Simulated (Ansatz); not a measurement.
# HfTa4F: the cost of one run

Computed with Ansatz 0.2.0 (DFT PBE, scalar-relativistic, plane waves, PAW, unless a step's input says otherwise).

**1. The system as given**

The structure is cubic, space group F-43m (No. 216). Conventional cell: a = 7.843 Å, b = 7.843 Å, c = 7.843 Å, α = 90.00°, β = 90.00°, γ = 90.00°. Hf (site symmetry -43m) is surrounded by 12 Ta at 3.24 Å and 4 F at 3.40 Å. Ta (site symmetry 3m) is surrounded by 6 Ta at 2.70 to 2.84 Å and 3 Hf at 3.24 Å and 3 F at 3.26 Å. F (site symmetry -43m) is surrounded by 12 Ta at 3.26 Å and 4 Hf at 3.40 Å.

As a file:

```
Hf Ta F
1.0
     0.00000    3.92150    3.92150
     3.92150    0.00000    3.92150
     3.92150    3.92150    0.00000
Hf Ta F
1 4 1
Cartesian
  1.9607 1.9607 1.9607
  2.9663 2.9663 4.8767
  2.9663 4.8767 2.9663
  4.8767 2.9663 2.9663
  4.8767 4.8767 4.8767
  0.0000 0.0000 0.0000
```

The cell was relaxed beforehand at this level, from an invented guess; it needn't be the stable form of this composition. At a tolerance of 0.05 Å it has space group F-43m (No. 216); it has 20.10 Å³/atom, an uncorrected energy of +0.48 eV/atom over the elements.

**2. Static run: bands, density of states and charges**

The input, input.yaml:

```yaml
crystal:
  lattice:
    - [0.0, 3.9214953857, 3.9214953857]
    - [3.9214953857, 0.0, 3.9214953857]
    - [3.9214953857, 3.9214953857, 0.0]
  atoms:
    - { symbol: Hf, position: [0.25, 0.25, 0.25] }
    - { symbol: Ta, position: [0.6217931789, 0.6217931789, 0.1346204633] }
    - { symbol: Ta, position: [0.6217931789, 0.1346204633, 0.6217931789] }
    - { symbol: Ta, position: [0.1346204633, 0.6217931789, 0.6217931789] }
    - { symbol: Ta, position: [0.6217931789, 0.6217931789, 0.6217931789] }
    - { symbol: F, position: [0.0, 0.0, 0.0] }
basis:
  ecutwfc: 420
kpoints:
  mp_grid: { grid: [8, 8, 8] }
  band_path:
    path:
      - [[0.0, 0.0, 0.0], [-0.5, -0.5, 0.0], [-0.375, -0.375, 0.25]]
      - [[-0.375, 0.0, 0.375], [0.0, 0.0, 0.0], [0.0, 0.0, 0.5], [-0.5, -0.25, 0.25], [-0.5, -0.5, 0.0]]
    npoints: 14
hamiltonian:
  xc: pbe
scf:
  occupations: { method: gaussian, width: 0.1 }
  n_extra_bands: 15
output:
  forces: true
  stress: true
  eigenvalues: true
  populations: true
  dos: { projected: true, de: 0.02, nscf_kmesh: { grid: [10, 10, 10] } }
  bader: true
  write_density: true
  write_potential: true
  elf: true
  volumetric_format: npy
```

Started as:

```
> ansatz run input.yaml --threads 1 --pin off --max-ram 2560MiB --backend cpu --events-out ev --progress --plain --runs-dir out
```

**Question.** How long does this run take on 1 thread of Arm Neoverse V1, shared host, and how much memory does it need?

About 2.3 min, with a peak of 0.61 GiB.
